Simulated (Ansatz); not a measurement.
# ZrH₂ (triplet): the correlation ladder, def2-TZVPP

An exercise on one series of results from a longer session: the logs are not shown, and one member is left open.

The runs use Ansatz 0.2.0, Gaussian basis; def2-TZVPP, core rule «outside noble gas», up to 4 orbitals frozen.

To be run: UHF; CCSD(T) on ROHF; CCSD(T) on UHF; CCSDT(Q) on ROHF; CCSDT(Q) on UHF.

29 further runs of the same task are left out: 9 for a known fault of the program, 9 that didn't finish, 11 set aside as unsound or not needed. Runs told in other sessions of the task aren't counted.

## What is computed

The geometry is a PBE0/def2-TZVP stationary point (not a proven minimum). No spin-orbit coupling is included. Elements past krypton take def2 core potentials.

3 atoms, charge 0, spin multiplicity 3.

Atoms are counted from 1 here; the program's logs count them from 0.

Bond lengths: Zr1–H2 1.963 Å, Zr1–H3 1.963 Å. Angles: H2–Zr1–H3 180.0°.

Set-up of the first run:

File in.yaml:

```yaml
crystal:
  periodic: [false, false, false]
  atoms:
    - {symbol: Zr, position_ang: [0.000000, 0.000000, 0.000000]}
    - {symbol: H, position_ang: [0.000000, 0.000000, -1.963300]}
    - {symbol: H, position_ang: [0.000000, 0.000000, 1.963300]}
basis:
  gaussian: {orbitals: def2-TZVPP}
magnetization: {spin_polarized: true, initial_magnetization: 2}
hamiltonian: {xc: hf}
output: {orbitals: {seedname: orbitals}}
```

Started as:

```bash
$ ansatz run in.yaml --threads 1 --pin off --events-out ev --progress --plain --max-ram 2393MiB
```

Among the steps run: UHF; CCSD(T) on ROHF; CCSD(T) on UHF; CCSDT(Q) on ROHF; CCSDT(Q) on UHF.

One table of the session follows, with a row left open; its other results are not shown here.

| method | from RCCSDT(Q) (kJ/mol) |
| --- | --- |
| ROHF | +256.0 |
| UHF | ? |
| RMP2 | +57.6 |
| UMP2 | +49.0 |
| RCCSD | +6.7 |
| UCCSD | -2.0 |
| RCCSD(T) | +1.7 |
| UCCSD(T) | -6.8 |
| RCCSDT | +0.1 |
| UCCSDT | -8.4 |
| RCCSDT(Q) | 0 |
| UCCSDT(Q) | -8.6 |

Q: Estimate the row for UHF from the others.

**Answer.** from RCCSDT(Q) (kJ/mol): +244.2. In the column «from RCCSDT(Q) (kJ/mol)» it lies between RMP2 (+57.6) and ROHF (+256.0).

With the free atoms at the same levels and basis (separate runs), the atomisation energy is 5.194 eV at RCCSDT(Q), 5.212 eV at RCCSD(T), 5.195 eV at UCCSD(T), 4.258 eV at ROHF.

Caveats from the session: Restricted and unrestricted rows rest on different reference determinants; a gap between their highest levels can come from leftover correlation error, from unlike frozen cores or from another state.
